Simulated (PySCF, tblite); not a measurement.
# C₆H₁₂OSi: geometry, infrared bands and NMR shifts

What infrared bands and NMR shifts should C₆H₁₂OSi (`[SiH3]C[C@H]1CC=CCO1`) show?

Programs: tblite 0.8.0 and PySCF 2.14.0, with density-fitted response routines of our own. Each step states its level of theory. These are calculated values for one molecule in the gas phase, unless marked as measured. Atoms count from 0, in the outputs and in this text.

### Step 1. The molecule as given

20 atoms, charge 0, multiplicity 1; geometry from: force field or distance geometry start.

Bonds of the start (Å): Si0–C1 1.88, C1–C2 1.52, C2–C3 1.55, C3–C4 1.50, C4–C5 1.33, C5–C6 1.50, C6–O7 1.44, O7–C2 1.43, Si0–H8 1.49, Si0–H9 1.49, Si0–H10 1.48, C1–H11 1.10, C1–H12 1.08, C2–H13 1.10, C3–H14 1.09, C3–H15 1.08, C4–H16 1.09, C5–H17 1.08, C6–H18 1.10, C6–H19 1.10.

### Step 2. Relaxing the molecule with GFN2-xTB

The job: settings as JSON, then the geometry in Å.

```
{"job": {"kind": "relax", "xc": "GFN2-xTB", "basis": "xTB"}, "charge": 0, "multiplicity": 1}
Si     2.882200     0.205600     0.879000
C      1.625300    -0.416600    -0.376100
C      0.211900     0.105600    -0.186900
C     -0.648100    -0.201800    -1.445100
C     -2.105700     0.032300    -1.168000
C     -2.564600     0.150700     0.078000
C     -1.665700     0.020700     1.276300
O     -0.381000    -0.531100     0.952100
H      2.544100    -0.213700     2.265400
H      2.923600     1.691500     0.827900
H      4.221300    -0.312600     0.541200
H      1.623200    -1.519700    -0.313400
H      1.995400    -0.140400    -1.349800
H      0.222700     1.194300    -0.021000
H     -0.532300    -1.251700    -1.724900
H     -0.315500     0.410400    -2.264600
H     -2.779700     0.109100    -2.018200
H     -3.614400     0.334900     0.263200
H     -1.524200     0.995200     1.765400
H     -2.123600    -0.651900     2.016500
```

Command:

```bash
> OMP_NUM_THREADS=1 python probes_run.py task.json out
```

This one command runs all jobs of the session in turn.

**Question.** This job is followed by: GFN2-xTB harmonic vibrations, gas phase; GIAO PBE0/pcSseg-1 NMR shielding, non-relativistic, gas phase. Predict these results of the whole session: strongest single infrared mode (GFN2-xTB); zero-point energy (GFN2-xTB); ¹³C shifts against TMS (PBE0/pcSseg-1); ¹H shifts against TMS (PBE0/pcSseg-1, means over atoms taken as alike); ²⁹Si shifts against TMS (PBE0/pcSseg-1); ¹⁷O shifts against H2O (PBE0/pcSseg-1).

As calculated:

| quantity | value |
| --- | --- |
| strongest single infrared mode (GFN2-xTB) | 2194 cm⁻¹, 408 km/mol |
| zero-point energy (GFN2-xTB) | 100.7 kcal/mol |
| ¹³C shifts against TMS (PBE0/pcSseg-1) | 134.4, 132.8, 73.8, 70.7, 38.8, 20.7 ppm |
| ¹H shifts against TMS (PBE0/pcSseg-1, means over atoms taken as alike) | 6.18, 5.94, 4.44, 4.42, 3.82, 3.35, 2.11, 2.09, 1.23, 1.06 ppm |
| ²⁹Si shifts against TMS (PBE0/pcSseg-1) | -79.3 ppm |
| ¹⁷O shifts against H2O (PBE0/pcSseg-1) | 63.5 ppm |

**Reading.** Over 124 steps the energy fell by 0.162 eV; of the close pairs, Si0–H8 changed most, 1.487 to 1.457 Å. No mode is imaginary among the 54: a minimum at this level. The strongest single mode, at 2194 cm⁻¹, moves mainly H10. GFN2-xTB is a fitted tight-binding method: band positions and strengths are rough. Its intensities can rank the bands wrongly.
